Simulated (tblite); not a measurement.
# C4H8BBrS: the cost of one run

The runs use tblite 0.8.0 and PySCF 2.14.0, with density-fitted response routines of our own; the level of theory stands in each step. All values are computed, except where a source is named. Atoms count from 0, in the outputs and in this text.

## 1. The starting structure

15 atoms, charge 0, multiplicity 1; geometry from: force field or distance geometry start.

Bonds of the start (Å): C0–C1 1.33, C1–C2 1.48, C1–B3 1.57, B3–Br4 2.03, B3–S5 1.87, S5–C6 1.84, C0–H7 1.09, C0–H8 1.07, C2–H9 1.10, C2–H10 1.13, C2–H11 1.12, C6–H12 1.13, C6–H13 1.10, C6–H14 1.10.

## 2. Optimising the geometry with GFN2-xTB

Job settings and geometry (Å):

```
{"job": {"kind": "relax", "xc": "GFN2-xTB", "basis": "xTB"}, "charge": 0, "multiplicity": 1}
C     -1.740900    -1.105200    -0.455600
C     -1.255600     0.011400     0.077000
C     -2.128200     1.173100     0.366100
B      0.278900     0.019200     0.399800
Br     0.953300    -1.165400     1.901500
S      1.546100     0.876500    -0.673400
C      3.097500    -0.083100    -0.471000
H     -2.800600    -1.197700    -0.710800
H     -1.104700    -1.939000    -0.648500
H     -1.507900     2.083800     0.292500
H     -2.459300     1.054900     1.435400
H     -3.034600     1.200000    -0.296600
H      3.115600    -0.358500     0.622000
H      3.988900     0.480000    -0.782300
H      3.047200    -1.042100    -1.006100
```

Command:

```sh
OMP_NUM_THREADS=1 python probes_run.py task.json out
```

One launch serves the whole session: the jobs run in the order shown.

Q: Estimate the wall time and peak memory of this first job on 1 thread of Arm Neoverse N1, shared host.

About 2 s, with a peak of 0.18 GiB.
